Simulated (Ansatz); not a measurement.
# NiMoIrPdW (I4mm) in Ansatz: relaxation of cell and atoms with revPBE

Aim: the relaxation of cell and atoms of NiMoIrPdW with revPBE.

Program: Ansatz 0.2.0. These are calculated values, not measurements. Logs are shortened: lines on timing, memory, paths and dates and some standing lists are left out, and cuts for length are marked.

### Step 1. Starting point

Symmetry: I4mm, No. 107, tetragonal system. Conventional cell: a = 2.740 Å, b = 2.740 Å, c = 19.433 Å, α = 90.00°, β = 90.00°, γ = 90.00°. Ni (site symmetry 4mm) has 4 Mo at 2.60 Å and 4 Pd at 2.67 Å and 4 Ni at 2.74 Å as nearest neighbours. Mo (site symmetry 4mm) has 4 Ni at 2.60 Å and 4 Mo at 2.74 Å and 4 W at 2.94 Å as nearest neighbours. Around Pd (site symmetry 4mm) lie 4 Ni at 2.67 Å and 4 Pd at 2.74 Å and 4 Ir at 2.83 Å. Around Ir (site symmetry 4mm) lie 4 W at 2.69 Å and 4 Ir at 2.74 Å and 4 Pd at 2.83 Å. W (site symmetry 4mm) has 4 Ir at 2.69 Å and 4 W at 2.74 Å and 4 Mo at 2.94 Å as nearest neighbours.

The cell was built by a generator and needn't be a form met in nature.

### Step 2. Relaxation of cell and atoms, revPBE, collinear spin, ferromagnetic start

input.yaml

```yaml
crystal:
  lattice:
    - [-1.37004, 1.37004, 9.71647]
    - [1.37004, -1.37004, 9.71647]
    - [1.37004, 1.37004, -9.71647]
  atoms:
    - { symbol: Ni, position: [0.19862, 0.19862, 0.0], spin: 1.0 }
    - { symbol: Mo, position: [0.60922, 0.60922, 0.0], spin: 1.0 }
    - { symbol: Pd, position: [0.7931, 0.7931, 0.0] }
    - { symbol: Ir, position: [0.39944, 0.39944, 0.0], spin: 0.6 }
    - { symbol: W, position: [0.99565, 0.99565, 0.0] }
hamiltonian:
  xc: revpbe
  pseudopotentials: { kind: paw }
magnetization:
  spin_polarized: true
kpoints:
  mp_grid: { grid: [10, 10, 10] }
scf:
  occupations: { method: fermi_dirac, width: 0.05 }
output:
  forces: true
  stress: true
  eigenvalues: true
  write_density: true
  write_potential: true
  elf: true
  volumetric_format: npy
relax:
  f_tol: 0.01
  max_steps: 40
  cell: { stress_tol: 0.05 }
```

Potentials or basis: Ansatz PAW.

On the command line:

```
ansatz run input.yaml --threads 8 --pin off --max-ram 20480MiB --backend cpu --events-out ev --progress --plain --runs-dir out
```

The program printed:

```text
Warning: RAYON_NUM_THREADS=8 ignored (pool sized by the plan → 8); use --threads N
basis.fft_grid_basis auto: the FFT boxes are laid along the combinations [[1, -1, 0], [0, 1, 0], [1, 0, 1]] of the cell's own vectors, 3.875, 9.908 and 2.740 Å long. The dense box has 27×72×20 points. Along the cell's own vectors, as sized, it would have 72×72×72, 9.60 times as many. Of the 8 symmetry operations that the crystal satisfies within crystal.symmetry.tolerance (time reversal apart; of a slab, those that keep its plane) the dense box along the cell's own vectors carries 8, and the one as laid loses 7 of those. basis.fft_grid_basis: typed keeps the cell's own vectors: state it where this run's energies or levels are differenced outside the engine with another run's, or held beside a run that keeps those vectors. Those combinations have planes normal to reciprocal vector 3, as the cell's own vectors have. Each planar average written beside output.write_density, output.write_potential has a row for each plane of the box: 20. The volumetric files lie along those combinations, not along the cell's own vectors: a cube or XSF file states them, and fields.json those of NumPy files.
Engine: ansatz 0.2.0, x86_64-unknown-linux-gnu
Pseudopotentials: kind: paw
Pseudopotential: Ni, paw, valence charge 18, recommended cutoff 420 eV (normal), Ni.paw.azcp
Pseudopotential: Mo, paw, valence charge 14, recommended cutoff 420 eV (normal), Mo.paw.azcp
Pseudopotential: Pd, paw, valence charge 18, recommended cutoff 420 eV (normal), Pd.paw.azcp
Pseudopotential: Ir, paw, valence charge 17, recommended cutoff 420 eV (normal), Ir.paw.azcp
Pseudopotential: W, paw, valence charge 14, recommended cutoff 420 eV (normal), W.paw.azcp
Functional definition: revPBE
  parameter kappa = 1.245
  parameter beta = 0.06672455060314922
  exchange = pbe_x(kappa = kappa, mu = beta*pi^2/3)
  correlation = pbe_c(beta = beta)
Crystal: 5 atoms, lattice volume = 72.952 Å³
Basis set: ecut = 420 eV, 1445 PW (Γ), FFT grids on a1−a2, a2, a1+a3, exchange–correlation on 54×144×40 points (8 copies of the dense FFT grid, shifted against one another)
Bands: 51, of which v1, the nominal top of the filled ones, is band 41 counted from 1 (40 counted from 0)
Symmetry: 8 space group operations
Space group: I4mm (ITA 107), of the structure as read, at distance tolerance 4.2e-5 Å
Magnetic group: BNS 107.227 (UNI 887), of the structure as read, at distance tolerance 4.2e-5 Å
k-points: 102 of 1000 (time reversal used)
Non-local potential: Ni, projectors of the file, l = 0: 3, l = 1: 2, l = 2: 3, l = 3: 1
Non-local potential: Mo, projectors of the file, l = 0: 3, l = 1: 2, l = 2: 2, l = 3: 1
Non-local potential: Pd, projectors of the file, l = 0: 2, l = 1: 2, l = 2: 2, l = 3: 1
Non-local potential: Ir, projectors of the file, l = 0: 3, l = 1: 2, l = 2: 2, l = 3: 1
Non-local potential: W, projectors of the file, l = 0: 3, l = 1: 2, l = 2: 2, l = 3: 1
PAW form: soft (Blöchl's): semilocal exchange-correlation on the pseudo side does not see the compensation charge
PAW frozen core: Ni, regenerated for the run's functional, and the local potential with it (the file was generated under x = pbe(κ = 0.804, μ = 0.2195149727645171), c = pbe(β = 0.06672455060314922))
PAW frozen core: Mo, regenerated for the run's functional, and the local potential with it (the file was generated under x = pbe(κ = 0.804, μ = 0.2195149727645171), c = pbe(β = 0.06672455060314922))
PAW frozen core: Pd, regenerated for the run's functional, and the local potential with it (the file was generated under x = pbe(κ = 0.804, μ = 0.2195149727645171), c = pbe(β = 0.06672455060314922))
PAW frozen core: Ir, regenerated for the run's functional, and the local potential with it (the file was generated under x = pbe(κ = 0.804, μ = 0.2195149727645171), c = pbe(β = 0.06672455060314922))
PAW frozen core: W, regenerated for the run's functional, and the local potential with it (the file was generated under x = pbe(κ = 0.804, μ = 0.2195149727645171), c = pbe(β = 0.06672455060314922))
PAW one-centre angular grid: Ni, 590 points (default); XC on 64 Gauss nodes
PAW one-centre angular grid: Mo, 590 points (default); XC on 64 Gauss nodes
PAW one-centre angular grid: Pd, 590 points (default); XC on 64 Gauss nodes
PAW one-centre angular grid: Ir, 590 points (default); XC on 64 Gauss nodes
PAW one-centre angular grid: W, 590 points (default); XC on 64 Gauss nodes
Initial density: superposition of atomic densities (chi_scale 0.1, normalization cell)
Starting moments: Σ|m| = 2.6 μB on 3 of 5 sites
Initial wavefunctions: pseudopotential atomic-orbital guess
Functional: x = revpbe(κ = 1.245, μ = 0.2195149727645171), c = pbe(β = 0.06672455060314922)
[... 140 lines left out ...]
the starting moments were not kept: the SCF closed with an absolute magnetisation of 5.8e-10 μB, where they sum to 2.6 μB in size (3 sites). That is at most 0.1 of that sum. Measured as dr2_m measures the in/out step, that magnetisation stands 1.9e-19 eV from none, at or under the dr2_threshold of 5.0e-11 eV: it is no larger than a step whose dr2_m would equal this threshold.
SCF 6 converged in 19 iterations: F = -40121.542462 eV  dr2 = 4.07e-12
relax step   6: F+E_penalty+E_count = -40121.54246244 eV  Δ(F+E_penalty+E_count) = -4.107e-4 eV  max|allowed force component| = 1.850e-3 eV/Å  Δτ_max = 0.0000 Å  P = -0.015 GPa  Ω = 73.881 Å³  stress off target by 2.90e-2 GPa  SCF on the basis re-selected at this cell (its energy is not comparable with the rows above)  (19 SCF iters)
basis re-selected at this cell: Δ(F+E_penalty+E_count) = -4.107e-4 eV, ΔP = -0.007 GPa vs the last step (what re-selecting the basis moved, of the pressure what is left beyond the Pulay correction that the steps carried, after the strain that the cell walked since its last selection, with what the two solves' SCF thresholds leave and, on support functions, any second-order correction that the steps lacked; it is no measure of the basis error at this ecutwfc). This SCF's stress stands 2.90e-2 GPa from its target on what of the cell is left free (relax.cell.stress_tol is 5.00e-2 GPa) and its largest allowed force component is 1.85e-3 eV/Å (relax.f_tol is 1.00e-2 eV/Å): within both
SCF converged after 19 iterations
Magnetization: 0.0000 μB (40.5000 up, 40.5000 down)
Absolute magnetization: 0.0000 μB (∫|ρ↑−ρ↓|, with the PAW one-centre terms)
Spin contamination: 0.0000 ħ² per cell (⟨S²⟩ above its minimum at these occupations)
Per-site moments (μB) at R_I (Å): [(2.0848293711930488e-10, 1.0790422910184125), (3.882357689344165e-11, 1.0790422910184125), (3.995532463618579e-11, 1.1117005020195856), (-9.29967641473414e-11, 1.114532465422364), (-2.671048684001374e-11, 1.114532465422364)]
Free energy (F): -40121.542462 eV
Harris-Foulkes:  -40121.542462 eV  (|F-HF|=7.28e-12)
Internal energy: -40121.514860 eV  (E = F + TS)
E sigma→0 (E₀):  -40121.528661 eV
Entropy (-TS):   -0.027603 eV (-5.521 meV/atom)
Fermi energy:    20.623401 eV
--- Per-component energies (eV) ---
  E_band       = -684.399659
  E_kinetic    = 2307.253666
  E_local      = -8899.389555  (includes V_loc(G=0)·N_el)
  E_nonlocal   = 1066.908387
  E_hartree    = 3641.529492
  E_xc         = -971.568077
  E_vxc        = -1087.218645  (∫ρ·V_xc dr)
  E_paw        = -26400.242038  (= ΣΔE_a)
  E_vpaw       = -1355.013479  (= ΣTr[D̂ρ^β])
  E_aug_tail   = 0.000855  (compensation charges beyond the density's cutoff)
  E_ewald      = -10865.796660
  E_core_change = -0.210929  (= ΣΔE_core)
  E_smearing   = -0.027603  (= −TS)
  E_closure    = -0.000000  (closes the sum)
  Σ components = -40121.542462   (vs F -40121.542462, Δ=0.00e0)
--- Forces (eV/Å), atoms counted from 1 ---
  atom   1  Ni     0.00000000    -0.00000000    -0.00027477
  atom   2  Mo     0.00000000     0.00000000     0.00185014
  atom   3  Pd     0.00000000    -0.00000000    -0.00063651
  atom   4  Ir    -0.00000000    -0.00000000    -0.00043060
  atom   5  W     -0.00000000    -0.00000000    -0.00050819
  max |Σ_I F_I| component: 6.32e-8 eV/Å
--- Stress (GPa, compression-positive) ---
       -0.028985       0.000000       0.000000
        0.000000      -0.028985      -0.000000
        0.000000       0.000000       0.011977
  P = ⅓ Tr σ = -0.0153 GPa (-0.153 kbar)
--- Band table (eV; the first three rows and the last of 204) ---
  k-point 0 ↑: bands = ["-82.4456", "-71.5326", "-63.6821", "-53.2429", "-42.8266", "-42.7479", "-42.7479", "-40.2891", "-29.4291", "-29.2867", "-29.2867", "-28.4467", "-28.2450", "-28.2450", "-17.5707", "-17.0499", "-17.0499", "-14.3728", "-13.8668", "-13.8668", "11.6988", "13.9440", "14.1423", "14.9436", "15.0376", "16.0659", "16.2593", "17.0290", "17.9043", "18.1733", "18.1733", "18.5406", "19.0156", "19.1766", "19.1766", "19.5620", "19.6063", "19.7585", "19.7585", "20.0087", "20.7661", "20.8635", "21.7236", "21.9103", "21.9103", "22.5268", "23.7341", "24.0879", "24.0879", "24.9501", "33.2795"]
  k-point 1 ↑: bands = ["-82.4451", "-71.5289", "-63.6785", "-53.2319", "-42.8257", "-42.7515", "-42.7512", "-40.2693", "-29.4242", "-29.3076", "-29.3060", "-28.4403", "-28.2790", "-28.2773", "-17.5509", "-17.1344", "-17.1264", "-14.3533", "-13.9523", "-13.9451", "12.2573", "14.3905", "14.5633", "15.2960", "15.4138", "16.3823", "16.4957", "17.3126", "17.6973", "18.1530", "18.2465", "18.2847", "18.9655", "19.0338", "19.1777", "19.4104", "19.5261", "19.6977", "19.8418", "19.8982", "20.0378", "20.4553", "21.4038", "21.6251", "21.7538", "23.1906", "23.7824", "23.9634", "24.6960", "25.6032", "32.4819"]
  k-point 2 ↑: bands = ["-82.4437", "-71.5195", "-63.6691", "-53.2031", "-42.8232", "-42.7606", "-42.7598", "-40.2176", "-29.4115", "-29.3602", "-29.3564", "-28.4241", "-28.3650", "-28.3615", "-17.4999", "-17.3427", "-17.3227", "-14.3042", "-14.1639", "-14.1463", "13.7111", "15.3809", "15.6821", "16.1241", "16.2462", "16.8084", "17.0896", "17.3040", "17.5226", "17.9452", "18.0256", "18.3691", "18.4329", "18.5747", "18.7897", "18.9735", "19.2744", "19.6827", "19.7358", "19.7639", "20.3823", "20.4048", "21.3413", "21.6365", "22.0612", "22.8875", "23.4432", "23.6534", "26.3482", "27.4837", "30.7029"]
  k-point 101 ↓: bands = ["-82.4456", "-71.5326", "-63.6821", "-53.2429", "-42.8267", "-42.7479", "-42.7479", "-40.2891", "-29.4291", "-29.2867", "-29.2867", "-28.4467", "-28.2450", "-28.2450", "-17.5708", "-17.0499", "-17.0499", "-14.3729", "-13.8668", "-13.8668", "11.8012", "13.3477", "14.3247", "14.9368", "15.5397", "16.1005", "16.3641", "16.8364", "18.0514", "18.1934", "18.1934", "18.6389", "18.9623", "19.0446", "19.0446", "19.3492", "19.5627", "19.9482", "19.9482", "20.0072", "20.5589", "20.8646", "20.9284", "21.7571", "21.7571", "23.7333", "23.7449", "24.1930", "24.1930", "24.9506", "31.7837"]
--- Relaxed structure (5 steps of the walk, 4 accepted, 1 SCFs on fresh bases) ---
  F+E_penalty+E_count = -40121.54246244 eV   max|allowed force component| = 1.850e-3 eV/Å   (the final SCF, on the basis selected at the relaxed cell)
  cell:  # Å, volume = 73.8813 Å³
    - [-1.3729552418834678, 1.3729552418834678, 9.798554385594487]
    - [1.3729552418834678, -1.3729552418834678, 9.798554385594487]
    - [1.3729552418834678, 1.3729552418834678, -9.798554385594487]
  atoms:
    - { symbol: Ni, position: [0.19822509134665742, 0.19822509134665742, 2.006964315835085e-18] }
    - { symbol: Mo, position: [0.6087774453354128, 0.6087774453354128, 7.225036592190374e-18] }
    - { symbol: Pd, position: [0.7935965988220488, 0.7935965988220488, 1.089769820113401e-17] }
    - { symbol: Ir, position: [0.3997774462574955, 0.3997774462574955, 5.610027202571663e-18] }
    - { symbol: W, position: [0.9956534182383858, 0.9956534182383858, 1.2818565356078205e-17] }
```

It took 64 s on 8 threads of Intel Xeon 6975P-C (Granite Rapids), shared host; peak memory 1 GiB.

Results:

| Property | Result |
| --- | --- |
| Free energy | -40121.5425 eV |
| Relaxed volume | 14.78 Å³/atom |
| Relaxed cell | a = 9.989 Å, b = 9.989 Å, c = 9.989 Å, α = 164.20°, β = 164.20°, γ = 22.42° |
| Space group after relaxing (to 0.05 Å) | I4mm (No. 107) |
| Energy gained by relaxing | 1.9 meV/atom |
| Ionic steps | 5 |
| Pressure after relaxing | 0.0 GPa |
| Band gap on the k mesh | none (metal or under the smearing width) |
| Net moment | 0.00 μB per cell |
| Absolute moment | 0.00 μB per cell |

Step by step:
```csv
step,energy change (eV),largest force (eV/Å),volume (Å³)
1,0.0000,0.0632,72.95
2,-0.0087,0.0539,73.86
3,-0.0089,0.0155,73.88
4,-0.0090,0.0018,73.88
5,-0.0094,0.0019,73.88
```

Final structure:
```
CELL_PARAMETERS angstrom
-1.37296 1.37296 9.79855
1.37296 -1.37296 9.79855
1.37296 1.37296 -9.79855
ATOMIC_POSITIONS crystal
Ni 0.19823 0.19823 0.00000
Mo 0.60878 0.60878 0.00000
Pd 0.79360 0.79360 0.00000
Ir 0.39978 0.39978 0.00000
W 0.99565 0.99565 0.00000
```

Levels at points of the mesh, in eV from the Fermi level:
Spin up:
```
              k point  band 37  band 38  band 39  band 40  band 41  band 42  band 43  band 44  band 45  band 46
   (0.00, 0.00, 0.00)    -1.02    -0.86    -0.86    -0.61     0.14     0.24     1.10     1.29     1.29     1.90
  (0.00, 0.00, -0.50)     0.13     0.14     0.34     1.89     1.91     2.36     2.76     2.92     4.74     4.95
  (0.00, -0.50, 0.00)    -1.14    -1.06    -0.83    -0.75     0.41     0.65     0.85     1.24     1.41     2.75
(-0.50, -0.50, -0.50)    -1.06    -0.68    -0.68    -0.62    -0.06     0.24     0.31     1.13     1.13     3.11
```
Spin down:
```tsv
k point	band 37	band 38	band 39	band 40	band 41	band 42	band 43	band 44	band 45	band 46
(0.00, 0.00, 0.00)	-1.02	-0.86	-0.86	-0.61	0.14	0.24	1.10	1.29	1.29	1.90
(0.00, 0.00, -0.50)	0.13	0.14	0.34	1.89	1.91	2.36	2.76	2.92	4.74	4.95
(0.00, -0.50, 0.00)	-1.14	-1.06	-0.83	-0.75	0.41	0.65	0.85	1.24	1.41	2.75
(-0.50, -0.50, -0.50)	-1.06	-0.68	-0.68	-0.62	-0.06	0.24	0.31	1.13	1.13	3.11
```

Caveat: the plane-wave basis is chosen anew once the cell has moved, so the energies of steps on either side of that aren't comparable; the PAW data sets come from PBE, with cores solved anew for the run's functional, which leaves a small shift of forces and pressure; the starting moments weren't kept. Spin-orbit coupling is left out, which matters for the levels of Ir, W.
